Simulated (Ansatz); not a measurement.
**Ni3O: a trial structure relaxed**

Aim: relax a trial structure of Ni3O and see where it ends.

Method: DFT PBE, scalar-relativistic, plane waves, PAW, in Ansatz 0.2.0.

## (1) The structure to begin with

The structure is hexagonal, space group P6_3/mmc (No. 194). Conventional cell: a = 2.518 Å, b = 2.518 Å, c = 12.116 Å, α = 90.00°, β = 90.00°, γ = 120.00°. Ni (site symmetry 3m) has 3 O at 1.81 Å in its first shell of neighbours. Around Ni (site symmetry -6m2) lie 12 Ni at 2.43 to 2.52 Å. O (site symmetry -3m) is surrounded by 6 Ni at 1.81 Å.

Coordinates:

```xyz
8
Lattice="2.5181 0.0000 0.0000 -1.2591 2.1808 0.0000 0.0000 0.0000 12.1160" Properties=species:S:1:pos:R:3 pbc="T T T"
Ni    0.0000    1.4538    1.0770
Ni    1.2591    0.7269    7.1350
Ni    0.0000    1.4538    4.9811
Ni    1.2591    0.7269   11.0391
Ni    0.0000    1.4538    9.0870
Ni    1.2591    0.7269    3.0290
O     0.0000    0.0000    0.0000
O     0.0000    0.0000    6.0580
```

The cell is invented: species swapped into a database cell of Co3H (P6_3/mmc, No. 194), with Ni on the Co sites and O on the H sites. The dimensions are guesses.

## (2) Probe: one point on a coarse mesh

File input.yaml:

```yaml
crystal:
  lattice:
    - [2.51812375, 0.0, 0.0]
    - [-1.25906187, 2.18075914, 0.0]
    - [0.0, 0.0, 12.11604692]
  atoms:
    - { symbol: Ni, position: [0.33333333, 0.66666667, 0.08888726], spin: -2.0 }
    - { symbol: Ni, position: [0.66666667, 0.33333333, 0.58888726], spin: 2.0 }
    - { symbol: Ni, position: [0.33333333, 0.66666667, 0.41111274], spin: 2.0 }
    - { symbol: Ni, position: [0.66666667, 0.33333333, 0.91111274], spin: 2.0 }
    - { symbol: Ni, position: [0.33333333, 0.66666667, 0.75], spin: -2.0 }
    - { symbol: Ni, position: [0.66666667, 0.33333333, 0.25], spin: -2.0 }
    - { symbol: O, position: [0.0, 0.0, 0.0] }
    - { symbol: O, position: [0.0, 0.0, 0.5] }
basis:
  ecutwfc: 420
kpoints:
  mp_grid: { grid: [6, 6, 2] }
hamiltonian:
  xc: pbe
scf:
  occupations: { method: gaussian, width: 0.1 }
  lower_state_search: "off"
output:
  forces: true
  stress: true
  eigenvalues: true
  populations: true
magnetization:
  spin_polarized: true
```

Run with:

```sh
ansatz run input.yaml --threads 1 --pin off --max-ram 2560MiB --backend cpu --events-out ev --progress --plain --runs-dir out
```

Further runs follow: a loose first relaxation; relaxation on the finer mesh.

Before running it: what results should come out? Wanted: conventional cell; volume; energy over the elements; gap on the mesh; total moment.

The runs gave:

```
                                                              quantity                                                                        value
                                symmetry at the end (tolerance 0.05 Å)                                               space group P6_3/mmc (No. 194)
                                                     conventional cell  a = 2.652 Å, b = 2.652 Å, c = 13.284 Å, α = 90.00°, β = 90.00°, γ = 120.00°
                                                                volume                                                                10.11 Å³/atom
energy over the elements (uncorrected; H, N, O, F and Cl as molecules)                                                                -0.14 eV/atom
                                                       gap on the mesh                                                                 none (metal)
                                                          total moment                                                                 0.00 μB/cell
```

**Reading.** The space group P6_3/mmc (No. 194) is kept, and the volume per atom grows by 21.6 % from the first guess. A negative formation energy is needed for stability but isn't enough; other structures and compounds were not set against it here. No finished test with a distortion of lower symmetry is shown, so the end may be a saddle point. Other magnetic orders were not searched.
